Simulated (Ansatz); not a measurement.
I need a geometry optimisation of CH2O2Si, SMILES O=C1O[SiH2]1. Use Ansatz 0.2.0 through its Python package. Level of theory: PBE, def2-SVP basis, multiplicity 1.

```xyz
6

O     1.3244   -1.5821    0.9338
C     0.4513   -0.8663    0.3649
O    -0.7126   -0.9492   -0.2978
Si   -0.0277    0.6955   -0.1426
H     0.1318    1.1814   -1.5391
H    -1.1251    1.4566    0.6346
```

`opt_ch2o2si.py`
```python
'''Geometry optimisation of CH2O2Si.'''

import ansatz
from ase import Atoms
import numpy as np


def main() -> None:
    atoms = Atoms(['O', 'C', 'O', 'Si', 'H', 'H'], positions=[
        [1.3244, -1.5821, 0.9338],
        [0.4513, -0.8663, 0.3649],
        [-0.7126, -0.9492, -0.2978],
        [-0.0277, 0.6955, -0.1426],
        [0.1318, 1.1814, -1.5391],
        [-1.1251, 1.4566, 0.6346],
    ])
    system = ansatz.Crystal.molecule_from_ase(atoms)

    calculation = (
        system.calculation()
        .basis(gaussian='def2-SVP')
        .functional('PBE')
    )
    symbols = [site.symbol for site in system.cartesian_sites]
    start = np.array([site.position_ang for site in system.cartesian_sites], dtype=float)
    rep = calculation.relax(force_tolerance=0.01, max_steps=100).run(threads=1, backend='cpu').report
    end = np.array(rep['positions_ang'])

    print(f'E = {rep["free_energy_ev"]:.6f} eV = {rep["free_energy_ev"] / 27.211386246:.7f} Ha')
    print('converged:', rep['converged'], ' doubts:', rep['published_state_doubts'] or 'none')

    print('final positions (A) and the move of each atom')
    for symbol, xyz, old in zip(symbols, end, start):
        print(f'{symbol:2s} {xyz[0]:10.5f} {xyz[1]:10.5f} {xyz[2]:10.5f}   {np.linalg.norm(xyz - old):7.4f}')
    with open('ch2o2si_opt.xyz', 'w') as handle:
        handle.write(f'{len(symbols)}\nrelaxed CH2O2Si\n')
        handle.writelines(f'{s:2s} {x:11.6f} {y:11.6f} {z:11.6f}\n' for s, (x, y, z) in zip(symbols, end))


if __name__ == '__main__':
    main()
```

```console
$ python opt_ch2o2si.py
E = -13024.616282 eV = -478.6458200 Ha
converged: True  doubts: none
final positions (A) and the move of each atom
O     1.28273   -1.69569    0.93189    0.1210
C     0.55009   -0.90485    0.41432    0.1170
O    -0.62786   -1.01904   -0.24611    0.1214
Si   -0.15752    0.71818   -0.19235    0.1409
H     0.11320    1.28501   -1.55275    0.1061
H    -1.11854    1.55228    0.59880    0.1024
```

`ch2o2si_opt.xyz`, as written:
```text
6
relaxed CH2O2Si
O     1.282726   -1.695685    0.931894
C     0.550086   -0.904847    0.414315
O    -0.627857   -1.019039   -0.246106
Si   -0.157518    0.718180   -0.192354
H     0.113200    1.285012   -1.552749
H    -1.118538    1.552279    0.598800
```

Reading the output:
- Total energies depend on the basis set; only differences at equal settings carry meaning.
- The end point is the stationary point reached from this start; no frequency run checks that it is a minimum, and the basis set is modest.
- Run time: 29 s on 1 thread of Arm Neoverse N1, on a shared host, peak memory 0.21 GiB.

(Lines on the test bed's own set-up are left out of the output.)
